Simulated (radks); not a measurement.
# Ru⁴⁺ in [Kr] 4d3 4f1: an all-electron calculation

What are the levels of the ruthenium ion Ru4+, how large are its shells, and how does its energy divide?

Method: Dirac Kohn-Sham, LDA (Slater exchange, Perdew-Zunger correlation), spin-unpolarised, spherical densities, finite nucleus; open shells are shared between the two j in proportion to 2j + 1. Code: radks (a radial shooting solver on a logarithmic mesh, Libxc functionals) version 1.

## 1. Starting point

| Item | Value |
| --- | --- |
| element | ruthenium (Z = 44) |
| charge | +4 |
| electrons | 40 |
| configuration | [Kr] 4d3 4f1 |
| nuclear rms radius | 4.4809 fm |

Outer shells as boxes (Hund's rule):

Ru⁴⁺
```
[Kr] core
4d [↑ ][↑ ][↑ ][  ][  ]
4f [↑ ][  ][  ][  ][  ][  ][  ]
```

## 2. Self-consistent calculation

Input:

```text
Z 44
configuration [Kr] 4d3 4f1 5s0 5p0 5d0 5f0
relativity Dirac
functional lda,pz
spin unpolarised
j_filling average
nucleus finite rms 4.4809 fm
c 137.035999084
```

What does the calculation give?

**Answer**, as computed:

```
                        quantity                   value
                    total energy     -4521.98133 hartree
exchange-correlation share of it                  2.81 %
                            −T/E                  1.0404
          highest occupied level       4f7/2, -21.052 eV
    most extended occupied level  4f7/2, <r> = 2.62 bohr
 radius at density 0.001 e/bohr³               3.76 bohr
    maxima of the radial density                       4
```

4 principal shells are occupied and 4 maxima appear in the radial density. −T/E is 1.040: with relativity the kinetic term as defined here no longer equals −E. This is not the tabulated ground configuration, so its levels and sizes aren't those of the ground state, and no measured value stands beside it.
